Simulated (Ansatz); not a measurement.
# CH₅NOSi: small, medium and large basis sets

How large a basis does CH₅NOSi need? Two functionals are run in growing sets.

Program: Ansatz 0.2.0, Gaussian basis. Level of theory: one geometry, several basis sets. These are calculated values, not measurements.

Plan: PBE0-D4/def2-SVP; ωB97M-V/def2-SVP; PBE0-D4/def2-QZVPP; ωB97M-V/def2-QZVPP; the functionals' def2-TZVPP values are taken from earlier runs.

## Step 1: The geometry

The geometry comes from an earlier relaxation with PBE0-D4 in a triple-zeta def2 set; it is a stationary point, not always the lowest conformer.

SMILES `O[SiH]1CN1`, 9 atoms, charge 0, spin multiplicity 1.

Atoms are counted from 1 here; the program's logs count them from 0.

Bond lengths: O1–Si2 1.632 Å, O1–H5 0.960 Å, Si2–C3 1.823 Å, Si2–N4 1.692 Å, Si2–H6 1.473 Å, C3–N4 1.510 Å, C3–H7 1.088 Å, C3–H8 1.091 Å, N4–H9 1.007 Å. Angles: Si2–O1–H5 116.6°, O1–Si2–C3 127.8°, O1–Si2–N4 119.7°, O1–Si2–H6 105.9°, C3–Si2–N4 50.7°, C3–Si2–H6 121.0°, N4–Si2–H6 123.1°, Si2–C3–N4 60.1°, Si2–C3–H7 125.1°, Si2–C3–H8 118.3°, N4–C3–H7 114.0°, N4–C3–H8 116.5°, H7–C3–H8 112.1°, Si2–N4–C3 69.1°, Si2–N4–H9 134.3°, C3–N4–H9 119.2°.

## Step 2: PBE0-D4 in def2-SVP

in.yaml reads:

```yaml
crystal:
  periodic: [false, false, false]
  atoms:
    - {symbol: O, position_ang: [-1.901002, -0.419326, 0.786492]}
    - {symbol: Si, position_ang: [-0.727694, -0.041901, -0.283321]}
    - {symbol: C, position_ang: [0.900113, 0.703381, 0.059735]}
    - {symbol: N, position_ang: [0.786910, -0.786434, -0.162046]}
    - {symbol: H, position_ang: [-1.613281, -0.711317, 1.654089]}
    - {symbol: H, position_ang: [-1.410845, 0.186549, -1.568484]}
    - {symbol: H, position_ang: [1.266884, 0.976718, 1.047422]}
    - {symbol: H, position_ang: [1.382473, 1.278581, -0.731756]}
    - {symbol: H, position_ang: [1.404841, -1.232751, -0.819433]}
basis:
  gaussian: {orbitals: def2-SVP}
hamiltonian: {xc: pbe0, dispersion: d4}
output: {orbitals: {seedname: orbitals}}
```

Launch:

```bash
$ ansatz run in.yaml --threads 2 --pin off --events-out ev --progress --plain --max-ram 4352MiB
```

Further steps of the session: ωB97M-V in def2-SVP; PBE0-D4 in def2-QZVPP; ωB97M-V in def2-QZVPP.

Before running them: what should the planned runs give, taken together? Wanted: PBE0-D4: double and triple zeta above quadruple; ωB97M-V: double and triple zeta above quadruple.

**Answer**, as computed:

| quantity | value |
| --- | --- |
| PBE0-D4: double and triple zeta above quadruple | 9.23, 0.56 eV |
| ωB97M-V: double and triple zeta above quadruple | 9.38, 0.53 eV |

PBE0-D4 gains 8.66 eV from double to triple zeta, then 0.56 eV more. Total energies overstate the basis error of differences, where much of it tends to cancel. The LUMO of ωB97M-V is positive and keeps falling with the basis (3.08 to 1.68 eV): an unbound level that the basis holds in place.
